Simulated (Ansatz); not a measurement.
Input file:

```yaml
crystal:
  lattice:
    - [8.592126, 4.296063, 4.296063]
    - [4.296063, 8.592126, 4.296063]
    - [4.296063, 4.296063, 8.592126]
  atoms:
    - { symbol: Ba, position: [0.125, 0.125, 0.125] }
    - { symbol: Sr, position: [0.375, 0.375, 0.375] }
    - { symbol: In, position: [0.0, 0.0, 0.0] }
    - { symbol: Sb, position: [0.25, 0.25, 0.25] }
    - { symbol: O, position: [0.8891632, 0.3702789, 0.3702789] }
    - { symbol: O, position: [0.6108368, 0.1297211, 0.1297211] }
    - { symbol: O, position: [0.129721, 0.1297211, 0.6108368] }
    - { symbol: O, position: [0.3702789, 0.370279, 0.8891632] }
    - { symbol: O, position: [0.3702789, 0.8891632, 0.3702789] }
    - { symbol: O, position: [0.1297211, 0.6108368, 0.1297211] }
    - { symbol: Ba, position: [0.625, 0.625, 0.625] }
    - { symbol: Sr, position: [0.875, 0.875, 0.875] }
    - { symbol: In, position: [0.5, 0.5, 0.5] }
    - { symbol: Sb, position: [0.75, 0.75, 0.75] }
    - { symbol: O, position: [0.3891632, 0.8702789, 0.870279] }
    - { symbol: O, position: [0.1108368, 0.629721, 0.6297211] }
    - { symbol: O, position: [0.6297211, 0.629721, 0.1108369] }
    - { symbol: O, position: [0.870279, 0.8702789, 0.3891632] }
    - { symbol: O, position: [0.870279, 0.3891632, 0.870279] }
    - { symbol: O, position: [0.629721, 0.1108368, 0.6297211] }
basis:
  ecutwfc: 420.0
kpoints:
  mp_grid: { grid: [3, 3, 3] }
hamiltonian:
  xc: lda
scf:
  occupations: { method: fermi_dirac, width: 0.3 }
  lower_state_search: "off"
md:
  timestep: 0.75
  n_steps: 200
  ensemble: nvt_langevin
  temperature: 3500.0
  initial_velocities: maxwell_boltzmann
  seed: 43873
  friction: 0.02
```

Run as:

```bash
$ ansatz run input.yaml --threads 4 --pin off --max-ram 10240MiB --backend cpu --events-out ev --progress --plain --runs-dir out
```

Hardware: 4 threads of Intel(R) Xeon(R) Platinum 8488C (Sapphire Rapids) (shared host).

Question: Roughly how long does this run take, and how much memory?

Answer: 21 min, with a peak of 1.8 GiB, for 201 ionic steps.
